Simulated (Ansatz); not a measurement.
**GeH₈N₂Si: a ladder of functionals and wavefunction methods**

Aim: compute GeH₈N₂Si with functionals from several rungs and with coupled cluster. The yardstick is the atomisation energy at the CCSD(T) limit.

Computed with Ansatz 0.2.0, Gaussian basis. Level: functionals in def2-TZVPP, the program's frozen cores in correlated methods.

Levels to be run: PBE-D4, r2SCAN-D4, PBE0-D4, B3LYP-D4, ωB97X-V, ωB97M-V, B2PLYP; CCSD(T)/def2-TZVPP; MP2/def2-QZVPP; extrapolation to the limit.

## (1) The relaxed structure

The geometry comes from an earlier relaxation with PBE0-D4 in a triple-zeta def2 set; it is a stationary point, not always the lowest conformer.

12 atoms, charge 0, spin multiplicity 1.

Atoms are counted from 1 here; the program's logs count them from 0.

Bond lengths: N1–Si2 1.713 Å, N1–H5 1.006 Å, N1–H6 1.008 Å, Si2–N3 1.715 Å, Si2–Ge4 2.391 Å, Si2–H7 1.495 Å, N3–H8 1.007 Å, N3–H9 1.007 Å, Ge4–H10 1.544 Å, Ge4–H11 1.542 Å, Ge4–H12 1.541 Å. Angles: Si2–N1–H5 121.2°, Si2–N1–H6 120.7°, H5–N1–H6 112.0°, N1–Si2–N3 107.8°, N1–Si2–Ge4 104.9°, N1–Si2–H7 116.9°, N3–Si2–Ge4 116.4°, N3–Si2–H7 103.2°, Ge4–Si2–H7 108.2°, Si2–N3–H8 119.9°, Si2–N3–H9 121.1°, H8–N3–H9 111.9°, Si2–Ge4–H10 112.7°, Si2–Ge4–H11 111.4°, Si2–Ge4–H12 111.2°, H10–Ge4–H11 106.9°, H10–Ge4–H12 107.1°, H11–Ge4–H12 107.2°.

## (2) PBE-D4 (GGA)

Contents of in.yaml:

```yaml
crystal:
  periodic: [false, false, false]
  atoms:
    - {symbol: N, position_ang: [-1.178601, 1.352911, -0.100389]}
    - {symbol: Si, position_ang: [0.057027, 0.358286, 0.545818]}
    - {symbol: N, position_ang: [-0.668072, -0.709691, 1.674484]}
    - {symbol: Ge, position_ang: [1.094369, -0.650404, -1.358166]}
    - {symbol: H, position_ang: [-1.079005, 1.787468, -1.002337]}
    - {symbol: H, position_ang: [-1.783407, 1.881828, 0.508146]}
    - {symbol: H, position_ang: [1.118937, 1.035073, 1.350954]}
    - {symbol: H, position_ang: [-0.136275, -1.047681, 2.459384]}
    - {symbol: H, position_ang: [-1.374625, -1.368047, 1.388608]}
    - {symbol: H, position_ang: [1.440518, 0.373323, -2.460668]}
    - {symbol: H, position_ang: [0.178837, -1.711014, -2.002565]}
    - {symbol: H, position_ang: [2.407399, -1.357252, -0.969270]}
basis:
  gaussian: {orbitals: def2-TZVPP}
hamiltonian: {xc: pbe, dispersion: d4}
output: {forces: true, orbitals: {seedname: orbitals}}
```

Run with:

```bash
$ ansatz run in.yaml --threads 4 --pin off --events-out ev --progress --plain --max-ram 10444MiB
```

Further steps of the session: r2SCAN-D4 (meta-GGA); PBE0-D4 (hybrid); B3LYP-D4 (hybrid); ωB97X-V (range-separated); ωB97M-V (range-separated); B2PLYP (double hybrid); CCSD(T) in def2-TZVPP; MP2 in def2-QZVPP.

Before running them: what should the planned runs give, taken together? Wanted: atomisation energy, CCSD(T)/CBS; farthest; mean size of error, hybrid; mean size of error, range-separated; gap, smallest and largest; T1 diagnostic; triples share of the correlation energy.

**Answer**, as computed:

| quantity | value |
| --- | --- |
| atomisation energy, CCSD(T)/CBS | 39.273 eV |
| functionals within 0.393 eV (1.0 %) | PBE-D4, r2SCAN-D4, B3LYP-D4, ωB97X-V, ωB97M-V |
| farthest | B2PLYP (-0.637 eV) |
| mean size of error, hybrid | 0.285 eV |
| mean size of error, range-separated | 0.135 eV |
| gap, smallest and largest | 5.28 eV (PBE-D4), 11.53 eV (ωB97X-V) |
| T1 diagnostic | 0.0114 |
| triples share of the correlation energy | 3.5 % |

What this shows: PBE-D4 misses by +0.008 eV. Double hybrids carry the basis error of their MP2 part in triple zeta, and no dispersion term here, so their miss is partly the set-up's. Misses under about 0.393 eV are within the doubt on the reference itself, which lacks core-valence correlation, relativity and higher excitations, and its outer-core shells are covered unevenly. Hartree-Fock recovers 70 % of the binding; the rest is correlation. Orbital gaps span 5.3 to 11.5 eV; exact exchange widens them. Correlated methods include outer-core shells of Ge, which these sets cover unevenly.
